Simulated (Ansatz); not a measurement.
# CH₂BClFN: small, medium and large basis sets

An exercise on one series of results from a longer session: the logs are not shown, and one member is left open.

The runs use Ansatz 0.2.0, Gaussian basis; one geometry, several basis sets.

The runs, in order: PBE0-D4/def2-SVP; ωB97M-V/def2-SVP; PBE0-D4/def2-QZVPP; ωB97M-V/def2-QZVPP; the functionals' def2-TZVPP values are taken from earlier runs.

## Structure used throughout

The geometry comes from an earlier relaxation with PBE0-D4 in a triple-zeta def2 set; it is a stationary point, not always the lowest conformer.

SMILES `C=NB(F)Cl`, 7 atoms, charge 0, spin multiplicity 1.

Atoms are counted from 1 here; the program's logs count them from 0.

Bond lengths: C1–N2 1.243 Å, C1–H6 1.094 Å, C1–H7 1.097 Å, N2–B3 1.384 Å, B3–F4 1.326 Å, B3–Cl5 1.761 Å. Angles: N2–C1–H6 120.8°, N2–C1–H7 122.8°, H6–C1–H7 116.5°, C1–N2–B3 150.5°, N2–B3–F4 120.9°, N2–B3–Cl5 120.4°, F4–B3–Cl5 118.5°.

The first run:

in.yaml

```yaml
crystal:
  periodic: [false, false, false]
  atoms:
    - {symbol: C, position_ang: [-1.254469, -0.403912, -0.023267]}
    - {symbol: N, position_ang: [-0.228868, 0.297316, -0.070989]}
    - {symbol: B, position_ang: [1.138186, 0.444628, 0.089691]}
    - {symbol: F, position_ang: [1.643006, 0.934741, 1.213512]}
    - {symbol: Cl, position_ang: [2.233548, 0.103533, -1.246231]}
    - {symbol: H, position_ang: [-2.226464, 0.005311, -0.315239]}
    - {symbol: H, position_ang: [-1.243639, -1.449717, 0.306723]}
basis:
  gaussian: {orbitals: def2-SVP}
hamiltonian: {xc: pbe0, dispersion: d4}
output: {orbitals: {seedname: orbitals}}
```

Run with:

```bash
$ ansatz run in.yaml --threads 2 --pin off --events-out ev --progress --plain --max-ram 4352MiB
```

Among the steps run: PBE0-D4 in def2-SVP; ωB97M-V in def2-SVP; PBE0-D4 in def2-QZVPP; ωB97M-V in def2-QZVPP.

One table of the session follows, with a row left open; its other results are not shown here.

It belongs to the step «Functionals by basis». 

| functional | basis | HOMO (eV) |
| --- | --- | --- |
| PBE0-D4 | def2-SVP | -7.81 |
| PBE0-D4 | def2-TZVPP | -7.94 |
| PBE0-D4 | def2-QZVPP | -7.96 |
| ωB97M-V | def2-SVP | -10.06 |
| ωB97M-V | def2-TZVPP | -10.21 |
| ωB97M-V | def2-QZVPP | ? |

Estimate the missing values for ωB97M-V, def2-QZVPP.

The run gave: HOMO (eV): -10.24. In the column «HOMO (eV)» it is the lowest.
